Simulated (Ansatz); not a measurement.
**CH₃FGeS: one species, many methods**

The task here is to estimate one member of a computed series from the others.

Method: functionals in def2-TZVPP, the program's frozen cores in correlated methods; program: Ansatz 0.2.0, Gaussian basis.

Plan: LDA (SPW92), PBE-D4, revPBE-D4, BLYP-D4, r2SCAN-D4, B97M-V, PBE0-D4, B3LYP-D4, r2SCANh-D4, r2SCAN0-D4, HSE06-D4, BHLYP-D4, CAM-B3LYP-D4, LC-ωPBE, ωB97X-V, ωB97M-V, B2PLYP, PBE-QIDH; CCSD(T)/def2-SVP; CCSD(T)/def2-TZVPP; MP2/def2-QZVPP; extrapolation to the limit; RPA on PBE.

### Structure used throughout

All runs share one geometry, relaxed beforehand with PBE0-D4 in a triple-zeta def2 set.

SMILES `F[CH]1[S][GeH2]1`, 7 atoms, charge 0, spin multiplicity 1.

Atoms are counted from 1 here; the program's logs count them from 0.

Bond lengths: F1–C2 1.364 Å, C2–S3 1.820 Å, C2–Ge4 1.943 Å, C2–H5 1.087 Å, S3–Ge4 2.204 Å, Ge4–H6 1.527 Å, Ge4–H7 1.525 Å. Angles: F1–C2–S3 115.4°, F1–C2–Ge4 118.9°, F1–C2–H5 110.0°, S3–C2–Ge4 71.6°, S3–C2–H5 114.3°, Ge4–C2–H5 121.6°, C2–S3–Ge4 56.8°, C2–Ge4–S3 51.6°, C2–Ge4–H6 121.4°, C2–Ge4–H7 117.7°, S3–Ge4–H6 116.7°, S3–Ge4–H7 115.8°, H6–Ge4–H7 117.0°.

As a file:

```
atom    x (Å)    y (Å)    z (Å)
  F1  -0.2491  -0.0994  -1.9881
  C2  -0.5968  -0.3084  -0.6863
  S3   0.2659  -1.6804   0.1418
 Ge4   0.5279   0.4312   0.7155
  H5  -1.6788  -0.3378  -0.5916
  H6  -0.0548   0.8532   2.0629
  H7   1.8468   1.0736   0.3000
```

Set-up of the first run:

Input file in.yaml:

```yaml
crystal:
  periodic: [false, false, false]
  atoms:
    - {symbol: F, position_ang: [-0.249144, -0.099351, -1.988092]}
    - {symbol: C, position_ang: [-0.596766, -0.308363, -0.686256]}
    - {symbol: S, position_ang: [0.265915, -1.680396, 0.141770]}
    - {symbol: Ge, position_ang: [0.527891, 0.431167, 0.715504]}
    - {symbol: H, position_ang: [-1.678779, -0.337830, -0.591576]}
    - {symbol: H, position_ang: [-0.054752, 0.853182, 2.062900]}
    - {symbol: H, position_ang: [1.846834, 1.073592, 0.300050]}
basis:
  gaussian: {orbitals: def2-TZVPP}
hamiltonian: {xc: lda}
output: {orbitals: {seedname: orbitals}}
```

The run is started by

```sh
ansatz run in.yaml --threads 2 --pin off --events-out ev --progress --plain --max-ram 4352MiB
```

Steps of the session up to this table: LDA; PBE-D4 (GGA); revPBE-D4 (GGA); BLYP-D4 (GGA); r2SCAN-D4 (meta-GGA); B97M-V (meta-GGA); PBE0-D4 (hybrid); B3LYP-D4 (hybrid); r2SCANh-D4 (hybrid); r2SCAN0-D4 (hybrid); HSE06-D4 (hybrid); BHLYP-D4 (hybrid); CAM-B3LYP-D4 (range-separated); LC-ωPBE (range-separated); ωB97X-V (range-separated); ωB97M-V (range-separated); B2PLYP (double hybrid); PBE-QIDH (double hybrid).

One table of the session follows, with a row left open; its other results are not shown here.

It belongs to the step «Frontier levels by functional». 

```
  functional  HOMO (eV)  gap (eV)
 LDA (SPW92)      -6.20      4.33
      PBE-D4      -6.07      4.44
   revPBE-D4      -6.01      4.48
     BLYP-D4      -5.90      4.37
   r2SCAN-D4          ?         ?
      B97M-V      -6.39      4.98
     PBE0-D4      -7.26      6.45
    B3LYP-D4      -7.02      5.98
  r2SCANh-D4      -6.77      5.63
  r2SCAN0-D4      -7.43      6.73
    HSE06-D4      -6.86      5.68
    BHLYP-D4      -8.30      8.36
CAM-B3LYP-D4      -8.54      8.73
     LC-ωPBE      -9.88     11.20
     ωB97X-V      -9.54     10.76
     ωB97M-V      -9.39     10.45
```

Q: Estimate the row for r2SCAN-D4 from the others.

Worked estimate for «HOMO (eV)». Against the share of exact exchange, r2SCANh-D4 (0.1, -6.77), r2SCAN0-D4 (0.25, -7.43) give a slope of -4.40 per unit share; at 0 the line stands at -6.33.

**Answer.** HOMO (eV): -6.33; gap (eV): 4.90. In «HOMO (eV)» the line misses by 0.00.
